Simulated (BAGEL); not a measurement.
# B3LYP/def2-SVP (density fitting with cc-pvqz-jkfit) run of C3H9Al (trimethylaluminium (TMA))

Aim: the energy change on altering one bond length of C3H9Al (trimethylaluminium (TMA)) at B3LYP/def2-SVP (density fitting with cc-pvqz-jkfit), from 2 runs. 

The results are computed with BAGEL 1.2.2.

3 further runs of the same task are left out: 3 set aside as unsound or not needed.

## 1. The structure to begin with

C3H9Al: 13 atoms, total charge 0, spin state singlet. As SMILES, `[CH3][Al]([CH3])[CH3]`. Geometry: relaxed at PBE0-D4/def2-TZVP.

Bond lengths: C1–Al2 1.959 Å, Al2–C3 1.959 Å, Al2–C4 1.959 Å, C1–H5 1.094 Å, C1–H6 1.097 Å, C1–H7 1.094 Å, C3–H8 1.094 Å, C3–H9 1.094 Å, C3–H10 1.097 Å, C4–H11 1.094 Å, C4–H12 1.097 Å, C4–H13 1.094 Å. Some angles: C1–Al2–C3 120.0°, C1–Al2–C4 119.9°, C3–Al2–C4 120.0°, Al2–C1–H5 112.7°, Al2–C1–H6 109.9°, Al2–C1–H7 112.7°, Al2–C3–H8 112.6°, Al2–C3–H9 112.7°, Al2–C3–H10 109.9°, Al2–C4–H11 112.7°.

## 2. A single-point energy at B3LYP/def2-SVP (density fitting with cc-pvqz-jkfit)

Contents of dft.json:

```json
{ "bagel" : [

{
  "title" : "molecule",
  "basis" : "svp",
  "df_basis" : "cc-pvqz-jkfit",
  "angstrom" : "true",
  "geometry" : [
    { "atom" : "C", "xyz" : [   -0.494100,    1.704120,   -0.827550 ] },
    { "atom" : "Al", "xyz" : [    0.040170,   -0.003580,   -0.030910 ] },
    { "atom" : "C", "xyz" : [    1.221370,   -0.027200,    1.531300 ] },
    { "atom" : "C", "xyz" : [   -0.686290,   -1.680610,   -0.735260 ] },
    { "atom" : "H", "xyz" : [    0.263360,    2.483150,   -0.703080 ] },
    { "atom" : "H", "xyz" : [   -1.405360,    2.074820,   -0.341540 ] },
    { "atom" : "H", "xyz" : [   -0.723910,    1.618210,   -1.893400 ] },
    { "atom" : "H", "xyz" : [    1.916950,    0.816720,    1.546080 ] },
    { "atom" : "H", "xyz" : [    1.802660,   -0.950480,    1.607140 ] },
    { "atom" : "H", "xyz" : [    0.626840,    0.043510,    2.450840 ] },
    { "atom" : "H", "xyz" : [   -0.909840,   -1.626780,   -1.804530 ] },
    { "atom" : "H", "xyz" : [   -1.631190,   -1.919800,   -0.231290 ] },
    { "atom" : "H", "xyz" : [   -0.020650,   -2.532080,   -0.567790 ] }
  ]
},
{ "title" : "ks", "xc_func" : "b3lyp" },
{ "title" : "print", "file" : "orbitals.molden", "orbitals" : "true" }

]}
```

Launch:

```
$ BAGEL_NUM_THREADS=1 BAGEL dft.json > dft.out
```

The log of the run:

```text
* using 1 threads per process

  ===============================================================
  ===============================================================

  *** Geometry ***

  { "atom" : "C", "xyz" : [     -0.933714,      3.220320,     -1.563843 ] },
  { "atom" : "Al", "xyz" : [      0.075910,     -0.006765,     -0.058411 ] },
  { "atom" : "C", "xyz" : [      2.308055,     -0.051401,      2.893738 ] },
  { "atom" : "C", "xyz" : [     -1.296900,     -3.175893,     -1.389440 ] },
  { "atom" : "H", "xyz" : [      0.497678,      4.692473,     -1.328629 ] },
  { "atom" : "H", "xyz" : [     -2.655746,      3.920842,     -0.645417 ] },
  { "atom" : "H", "xyz" : [     -1.367992,      3.057974,     -3.578007 ] },
  { "atom" : "H", "xyz" : [      3.622510,      1.543377,      2.921668 ] },
  { "atom" : "H", "xyz" : [      3.406534,     -1.796147,      3.037054 ] },
  { "atom" : "H", "xyz" : [      1.184556,      0.082222,      4.631416 ] },
  { "atom" : "H", "xyz" : [     -1.719348,     -3.074169,     -3.410067 ] },
  { "atom" : "H", "xyz" : [     -3.082502,     -3.627896,     -0.437075 ] },
  { "atom" : "H", "xyz" : [     -0.039023,     -4.784938,     -1.072968 ] },

  Number of auxiliary basis functions:      925

  Since a DF basis is specified, we compute 2- and 3-index integrals:
    o Being stored without compression. Storage requirement is 0.082 GB

  Number of basis functions:      105
  Number of electrons      :       40

    * METHOD: MOLECULE                             1.13

  *** Kohn-Sham DFT ***

    * Removing 24422 points whose weight is below 1.00e-10
    * Grid points: 169356

  === Nuclear Repulsion ===
   151.1621726920

       - DIIS with orbital gradients will be used.

  === KS iteration (b3lyp / svp) ===
      0       -333.53369053          0.10952258           0.78
      1       -301.52659397          0.12615174           0.75
      2       -319.03577917          0.09370040           0.76
      3       -357.48822265          0.07928645           0.76
      4       -361.55559391          0.02576543           0.76
      5       -361.76828482          0.01875821           0.74
      6       -362.03481991          0.00353024           0.75
      7       -362.04182417          0.00072908           0.75
      8       -362.04210441          0.00019973           0.75
      9       -362.04212704          0.00007828           0.75
     10       -362.04213048          0.00002892           0.76
     11       -362.04213100          0.00000373           0.76
     12       -362.04213101          0.00000154           0.76
     13       -362.04213101          0.00000011           0.76
     14       -362.04213101          0.00000003           0.75
     15       -362.04213101          0.00000001           0.75
    * SCF iteration converged.

    * Permanent dipole moment:
           (    0.010139,    -0.000935,    -0.007917) a.u.

    * METHOD: KS                                  13.49

    * METHOD: PRINT                                0.03

  ===============================================================
```

Run time: 15 s. Hardware: 1 thread of Arm Neoverse V1, shared host; peak memory 0.8 GiB.

## 3. The distorted shape at the same level

Contents of job.json:

```json
{ "bagel": [

{
  "title": "molecule",
  "basis": "svp",
  "df_basis": "cc-pvqz-jkfit",
  "angstrom": true,
  "geometry": [
    { "atom": "C", "xyz": [   -0.018476,    1.647552,   -1.563181 ] },
    { "atom": "Al", "xyz": [    0.515794,   -0.060148,   -0.766541 ] },
    { "atom": "C", "xyz": [    1.696994,   -0.083768,    0.795669 ] },
    { "atom": "C", "xyz": [   -0.210666,   -1.737178,   -1.470891 ] },
    { "atom": "H", "xyz": [    0.738984,    2.426582,   -1.438711 ] },
    { "atom": "H", "xyz": [   -0.929736,    2.018252,   -1.077171 ] },
    { "atom": "H", "xyz": [   -0.248286,    1.561642,   -2.629031 ] },
    { "atom": "H", "xyz": [    2.392574,    0.760152,    0.810449 ] },
    { "atom": "H", "xyz": [    2.278284,   -1.007048,    0.871509 ] },
    { "atom": "H", "xyz": [    0.626840,    0.043510,    2.450840 ] },
    { "atom": "H", "xyz": [   -0.434216,   -1.683348,   -2.540161 ] },
    { "atom": "H", "xyz": [   -1.155566,   -1.976368,   -0.966921 ] },
    { "atom": "H", "xyz": [    0.454974,   -2.588648,   -1.303421 ] }
  ]
},
{ "title": "ks", "xc_func": "b3lyp" },
{ "title": "print", "file": "orbitals.molden", "orbitals": true }

]}
```

Launch:

```
$ BAGEL_NUM_THREADS=1 BAGEL job.json > job.out
```

The log of the run:

```text
* using 1 threads per process

  ===============================================================
  ===============================================================

  *** Geometry ***

  { "atom" : "C", "xyz" : [     -0.034915,      3.113422,     -2.953984 ] },
  { "atom" : "Al", "xyz" : [      0.974709,     -0.113663,     -1.448553 ] },
  { "atom" : "C", "xyz" : [      3.206854,     -0.158299,      1.503596 ] },
  { "atom" : "C", "xyz" : [     -0.398101,     -3.282791,     -2.779581 ] },
  { "atom" : "H", "xyz" : [      1.396477,      4.585575,     -2.718770 ] },
  { "atom" : "H", "xyz" : [     -1.756946,      3.813944,     -2.035558 ] },
  { "atom" : "H", "xyz" : [     -0.469193,      2.951076,     -4.968149 ] },
  { "atom" : "H", "xyz" : [      4.521310,      1.436479,      1.531527 ] },
  { "atom" : "H", "xyz" : [      4.305333,     -1.903045,      1.646913 ] },
  { "atom" : "H", "xyz" : [      1.184556,      0.082222,      4.631416 ] },
  { "atom" : "H", "xyz" : [     -0.820549,     -3.181067,     -4.800209 ] },
  { "atom" : "H", "xyz" : [     -2.183703,     -3.734794,     -1.827216 ] },
  { "atom" : "H", "xyz" : [      0.859776,     -4.891836,     -2.463109 ] },

  Number of auxiliary basis functions:      925

  Since a DF basis is specified, we compute 2- and 3-index integrals:
    o Being stored without compression. Storage requirement is 0.082 GB

  Number of basis functions:      105
  Number of electrons      :       40

    * METHOD: MOLECULE                             1.15

  *** Kohn-Sham DFT ***

    * Removing 23588 points whose weight is below 1.00e-10
    * Grid points: 170190

  === Nuclear Repulsion ===
   148.8570510073

       - DIIS with orbital gradients will be used.

  === KS iteration (b3lyp / svp) ===
      0       -331.32959127          0.10891285           0.80
      1       -290.47140063          0.14022582           0.77
      2       -332.50629984          0.11317841           0.77
      3       -357.62234572          0.06691830           0.77
      4       -361.30556282          0.02761969           0.76
      5       -361.58332232          0.01983104           0.76
      6       -361.90507094          0.00493847           0.76
      7       -361.91609275          0.00316580           0.76
      8       -361.92369242          0.00054861           0.75
      9       -361.92392404          0.00014609           0.75
     10       -361.92393913          0.00004086           0.76
     11       -361.92394037          0.00002092           0.75
     12       -361.92394073          0.00000156           0.76
     13       -361.92394074          0.00000079           0.75
     14       -361.92394074          0.00000018           0.76
     15       -361.92394074          0.00000010           0.76
     16       -361.92394074          0.00000004           0.76
     17       -361.92394074          0.00000001           0.76
     18       -361.92394074          0.00000000           0.76
    * SCF iteration converged.

    * Permanent dipole moment:
           (   -0.199807,     0.025645,     0.349264) a.u.

    * METHOD: KS                                  15.87

    * METHOD: PRINT                                0.03

  ===============================================================
```

It took 17 s on 1 thread of Arm Neoverse V1, shared host; peak memory 0.8 GiB.

## 4. Outcome

Level: B3LYP/def2-SVP (density fitting with cc-pvqz-jkfit).

```
                                                          quantity          value
                                         first shape: total energy  -362.04213 Eh
                                        first shape: dipole moment         0.03 D
                                          first shape: HOMO energy       -7.24 eV
                                          first shape: LUMO energy       -0.54 eV
                                        first shape: HOMO–LUMO gap        6.71 eV
                                     distorted shape: total energy  -361.92394 Eh
                                    distorted shape: dipole moment         1.02 D
                                      distorted shape: HOMO energy       -7.30 eV
                                      distorted shape: LUMO energy       -2.22 eV
                                    distorted shape: HOMO–LUMO gap        5.09 eV
energy change with the C3–H10 bond stretched from 1.097 to 1.975 Å       3.216 eV
```

**Reading.** With the C3–H10 bond stretched from 1.097 to 1.975 Å the energy rises by 3.22 eV (310 kJ/mol). The first shape isn't relaxed at this level, so the change isn't measured from a minimum.
